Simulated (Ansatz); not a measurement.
# InSb: the cost of one run

Code: Ansatz 0.2.0. PAW datasets, plane waves, zero pressure. No spin polarisation and no zero-point or thermal motion.

## (1) Starting point

It is cubic, F-43m (No. 216); a = 6.433 Å in the conventional setting, 33.28 Å³ an atom. Around In lie 4 Sb at 2.79 Å; around Sb lie 4 In at 2.79 Å.

As a file:

```
CELL_PARAMETERS angstrom
0.00000 3.21665 3.21665
3.21665 0.00000 3.21665
3.21665 3.21665 0.00000
ATOMIC_POSITIONS crystal
In 0.00000 0.00000 0.00000
Sb 0.25000 0.25000 0.25000
```

## (2) PBE: cell and atoms

File input.yaml:

```yaml
crystal:
  lattice:
    - [0.0, 3.2166492898, 3.2166492898]
    - [3.2166492898, 0.0, 3.2166492898]
    - [3.2166492898, 3.2166492898, 0.0]
  atoms:
    - { symbol: In, position: [0.0, 0.0, 0.0] }
    - { symbol: Sb, position: [0.25, 0.25, 0.25] }
kpoints:
  mp_grid: { grid: [6, 6, 6] }
hamiltonian:
  xc: pbe
scf:
  occupations: { method: fermi_dirac, width: 0.02 }
relax:
  f_tol: 0.005
  cell: {}
```

Run with:

```console
$ ansatz run input.yaml --threads 2 --pin off --max-ram 2211MiB --backend cpu --events-out ev --progress --plain --runs-dir out
```

What time and memory should one allow on 2 threads of Arm Neoverse N1, shared host?

About 8.2 s, with a peak of 0.34 GiB.
